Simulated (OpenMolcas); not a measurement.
# Co²⁺ with 4 ligands (chloride): CASSCF and CASPT2 levels and susceptibility

Which state of Co²⁺ lies lowest among these ligands, how large is the field, and what χT follows?

The numbers are computed with OpenMolcas 26.06 (state-averaged CASSCF and CASPT2, spin-orbit coupling by RASSI with atomic mean-field integrals), except any that are marked as measured or tabulated.

**1. Starting point**

| Property | Result |
| --- | --- |
| Species | Co²⁺ (cobalt, Z = 27, 25 electrons) |
| Basis | ANO-RCC-VTZP [6s5p3d2f1g], 131 functions with the ligands |
| Scalar Hamiltonian | DKH2, point nucleus |
| Inactive shells | 1s 2s 2p 3s 3p of the metal, and all ligand shells |
| Active space | 7 electrons in 5 orbitals (3d) |
| Some configurations of this space | 3d7 |
| Orbitals | optimised for each spin and parity, averaged over all roots |

The outer shells:

3d7
```
3d [↑↓][↑↓][↑ ][↑ ][↑ ]
```

Co²⁺ is taken with 4 ligands (chloride) in tetrahedron coordination (Td) at 2.34 Å. A charge of +0.5 e stands 2.4 Å behind each ligand. Ligand basis ANO-RCC-VDZP. The distances are assumed, not relaxed.

```xyz
5

Co    0.0000    0.0000    0.0000
Cl    1.3510    1.3510    1.3510
Cl    1.3510   -1.3510   -1.3510
Cl   -1.3510    1.3510   -1.3510
Cl   -1.3510   -1.3510    1.3510
```

The work runs as a chain of OpenMolcas steps in one folder; each step below is one input file. Labels, J, g values, rates, χT and fits are worked out afterwards by a script from the matrices that RASSI stores.

**2. Basis and integrals**

Contents of a.inp:

```
&GATEWAY
Coord
5

Co 0.0 0.0 0.0
Cl 1.351000 1.351000 1.351000
Cl 1.351000 -1.351000 -1.351000
Cl -1.351000 1.351000 -1.351000
Cl -1.351000 -1.351000 1.351000
Basis=Co.ANO-RCC-VTZP,Cl.ANO-RCC-VDZP
Group=NoSym
NoMove
AngMom=0.0 0.0 0.0
AMFI
RICD
XField
4 Angstrom 0
2.736641 2.736641 2.736641 0.500000
2.736641 -2.736641 -2.736641 0.500000
-2.736641 2.736641 -2.736641 0.500000
-2.736641 -2.736641 2.736641 0.500000
&SEWARD
```

On the command line:

```bash
$ OMP_NUM_THREADS=1 MOLCAS_MEM=2457 MOLCAS_PROJECT=a pymolcas a.inp > a.log
```

**3. CASSCF: quartets, 10 roots**

Contents of a.inp:

```
&RASSCF
FileOrb=start.orb
Symmetry=1
Spin=4
nActEl=7 0 0
Inactive=45
Ras2=5
CIRoot=10 10 1
SDav=10
CIMx=300
Iter=150 100
PrWF=0.3
OrbListing=Nothing
MaxOrb=0
LevShft=1.0
>>> COPY $Project.JobIph JOB001
```

start.orb holds start orbitals that the driver prepared beforehand, or those of the step before.

**4. Reference wave functions, doublets, 40 roots**

Contents of a.inp:

```
&RASSCF
FileOrb=start.orb
Symmetry=1
Spin=2
nActEl=7 0 0
Inactive=45
Ras2=5
CIRoot=40 40 1
SDav=40
CIMx=300
Iter=150 100
PrWF=0.3
OrbListing=Nothing
MaxOrb=0
LevShft=1.0
>>> COPY $Project.JobIph JOB002
```

**5. State interaction with spin-orbit coupling**

Contents of a.inp:

```
&RASSI
NrOfJobIphs=2 10 40
1 2 3 4 5 6 7 8 9 10
1 2 3 4 5 6 7 8 9 10 11 12 13 14 15 16 17 18 19 20 21 22 23 24 25 26 27
28 29 30 31 32 33 34 35 36 37 38 39 40
IphNames
JOB001
JOB002
EJob
SpinOrbit
DIPRint=1.0
SOCoupling=1000.0
Subsets=2
Property=9
'ANGMOM' 1 'ANGMOM' 2 'ANGMOM' 3 'MLTPL  1' 1 'MLTPL  1' 2 'MLTPL  1' 3
'AMFI' 1 'AMFI' 2 'AMFI' 3
SOProperty=3
'ANGMOM' 1 'ANGMOM' 2 'ANGMOM' 3
```

**6. CASPT2: IPEA 0.25, imaginary shift 0.1 (closed shells correlated: 3s 3p of the metal, with ligand shells; the Frozen line counts the rest)**

Contents of a.inp:

```
>>> COPY JOB001 $Project.JobIph
&CASPT2
Multistate=10 1 2 3 4 5 6 7 8 9 10
NoMult
Frozen=25
IPEA=0.25
Imaginary=0.1
MaxIter=60
WThr=0.0 0.3 0.05
PrWF=0.5
NoMix
>>> COPY JOB002 $Project.JobIph
&CASPT2
Multistate=40 1 2 3 4 5 6 7 8 9 10 11 12 13 14 15 16 17 18 19 20 21 22
23 24 25 26 27 28 29 30 31 32 33 34 35 36 37 38 39 40
NoMult
Frozen=25
IPEA=0.25
Imaginary=0.1
MaxIter=60
WThr=0.0 0.3 0.05
PrWF=0.5
NoMix
```

(Steps that only read results are left out.)

**Question.** What will these runs give? Wanted: spin-free ground state; first state of the same spin within the active space; lowest level; next level.

**Answer**, as computed:

```
                                            quantity                                                                                                                                          value
                                              method  SS-CASPT2, IPEA 0.25, imaginary shift 0.1 (closed shells correlated: 3s 3p of the metal, with ligand shells; the Frozen line counts the rest)
                              spin-free ground state                                                                                                                4A2, 1-fold in its orbital part
first state of the same spin within the active space                                                                                                                               4T2 at 2220 cm⁻¹
                                        lowest level                                                                                                                                      4-fold Γ8
                                          next level                                                                                                                                    2051.0 cm⁻¹
                                         χT at 300 K                                                                                                                                 3.18 cm³ K/mol
                           effective moment at 300 K                                                                                                                                        5.05 μB
```

Cost by method:

```
                                              method  time of its own steps  time with the reference
                                           A. CASSCF                   49 s                     49 s
B. SS-CASPT2, IPEA 0.25, imaginary shift 0.1, +3s 3p                6.2 min                    7 min
```

Times are of one thread on a shared host.

The spin-free ground state (4A2) comes to 100 % from free-ion F terms and keeps the highest spin of the shell. χT at 300 K is 3.18, against 1.88 cm³ K/mol for the spin alone, so orbital moment adds to it. CASPT2 does not keep the components of a term degenerate, and the means are used. With one d shell, CASPT2 may overshoot the field of a late 3d ion.
